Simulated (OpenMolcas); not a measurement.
**Ru⁵⁺ among point charges: CASSCF and CASPT2 levels and susceptibility**

Aim: the splitting of the states of Ru⁵⁺ in the field of 4 point charges, its lowest levels with spin-orbit coupling and its magnetic susceptibility.

Program: OpenMolcas 26.06. Level of theory: state-averaged CASSCF and CASPT2, spin-orbit coupling by RASSI with atomic mean-field integrals. These are calculated values, not measurements, unless marked.

## (1) The atom as given

```
Species                           : Ru⁵⁺ (ruthenium, Z = 44, 39 electrons)
Basis                             : ANO-RCC-VTZP [7s6p4d2f1g], 68 functions
Scalar Hamiltonian                : DKH2, point nucleus
Inactive shells                   : 1s 2s 2p 3s 3p 3d 4s 4p
Active space                      : 3 electrons in 5 orbitals (4d)
Some configurations of this space : 4d3
Orbitals                          : optimised for each spin and parity, averaged over all roots
```

The outer shells:

4d3
```
4d [↑ ][↑ ][↑ ][  ][  ]
```

The ion sits among 4 point charges of -1.5 e arranged as a square (D4h), 1.79 Å from the ion.

Each step is its own input file, run in one work folder so that later steps find the files of earlier ones. Labels, J, g values, rates, χT and fits are worked out afterwards by a script from the matrices that RASSI stores. The input lists half of the charges; inversion (Group=XYZ) makes the rest.

## (2) Basis and integrals

Contents of a.inp:

```
&GATEWAY
Coord
1

Ru 0.0 0.0 0.0
Basis=ANO-RCC-VTZP
Group=XYZ
NoMove
AngMom=0.0 0.0 0.0
AMFI
XField
2 Angstrom 0
1.790000 0.000000 0.000000 -1.500000
0.000000 1.790000 0.000000 -1.500000
&SEWARD
```

Launch:

```bash
$ OMP_NUM_THREADS=1 MOLCAS_MEM=1689 MOLCAS_PROJECT=a pymolcas a.inp > a.log
```

## (3) Reference wave functions, quartets of even parity, 10 roots

Contents of a.inp:

```
&RASSCF
FileOrb=start.orb
Symmetry=1
Spin=4
nActEl=3 0 0
Inactive=9 9
Ras2=5 0
CIRoot=10 10 1
SDav=10
CIMx=300
Iter=120 100
PrWF=0.3
OrbListing=Nothing
MaxOrb=0
>>> COPY $Project.JobIph JOB001
```

start.orb holds the contracted functions of the basis, ordered by shell, or the orbitals of the step before.

## (4) Reference wave functions, doublets of even parity, 40 roots

Contents of a.inp:

```
&RASSCF
FileOrb=start.orb
Symmetry=1
Spin=2
nActEl=3 0 0
Inactive=9 9
Ras2=5 0
CIRoot=40 40 1
SDav=40
CIMx=300
Iter=120 100
PrWF=0.3
OrbListing=Nothing
MaxOrb=0
>>> COPY $Project.JobIph JOB002
```

## (5) RASSI: spin-orbit coupling between the states

Contents of a.inp:

```
&RASSI
NrOfJobIphs=2 10 40
1 2 3 4 5 6 7 8 9 10
1 2 3 4 5 6 7 8 9 10 11 12 13 14 15 16 17 18 19 20 21 22 23 24 25 26 27
28 29 30 31 32 33 34 35 36 37 38 39 40
IphNames
JOB001
JOB002
EJob
SpinOrbit
DIPRint=1.0
SOCoupling=1000.0
Subsets=2
Property=9
'ANGMOM' 1 'ANGMOM' 2 'ANGMOM' 3 'MLTPL  1' 1 'MLTPL  1' 2 'MLTPL  1' 3
'AMFI' 1 'AMFI' 2 'AMFI' 3
SOProperty=3
'ANGMOM' 1 'ANGMOM' 2 'ANGMOM' 3
```

## (6) CASPT2: IPEA 0.25, imaginary shift 0.1 (closed shells correlated: 4s 4p)

Contents of a.inp:

```
>>> COPY JOB001 $Project.JobIph
&CASPT2
Multistate=10 1 2 3 4 5 6 7 8 9 10
NoMult
Frozen=8 6
IPEA=0.25
Imaginary=0.1
MaxIter=60
WThr=0.0 0.3 0.05
PrWF=0.5
NoMix
>>> COPY JOB002 $Project.JobIph
&CASPT2
Multistate=40 1 2 3 4 5 6 7 8 9 10 11 12 13 14 15 16 17 18 19 20 21 22
23 24 25 26 27 28 29 30 31 32 33 34 35 36 37 38 39 40
NoMult
Frozen=8 6
IPEA=0.25
Imaginary=0.1
MaxIter=60
WThr=0.0 0.3 0.05
PrWF=0.5
NoMix
```

(Steps that only read results are left out.)

Before running it: what results should come out? Wanted: spin-free ground state; first state of the same spin within the active space; lowest level; next level.

The runs gave:

| quantity | value |
| --- | --- |
| method | SS-CASPT2, IPEA 0.25, imaginary shift 0.1 (closed shells correlated: 4s 4p) |
| spin-free ground state | 4A2, 1-fold in its orbital part |
| first state of the same spin within the active space | 4E at 3500 cm⁻¹ |
| lowest level | 2-fold E3/2, g = 0.11, 0.11, 5.70 |
| next level | 19.3 cm⁻¹ |
| χT at 300 K | 1.36 cm³ K/mol |
| effective moment at 300 K | 3.30 μB |

Cost by method:

```tsv
method	time of its own steps	time with the reference
A. CASSCF	9.6 s	9.6 s
B. SS-CASPT2, IPEA 0.25, imaginary shift 0.1, +4s 4p	5.4 s	15 s
```

Times are of one thread on a shared host.

In words: The spin-free ground state (4A2) comes to 56 % from free-ion P terms and keeps the highest spin of the shell. χT at 300 K is 1.36, against 1.88 cm³ K/mol for the spin alone, so spin-orbit coupling lowers it. The field of point charges can differ much from that of real complexes. Point charges carry no covalency, so the field is a model and not that of real ligands.
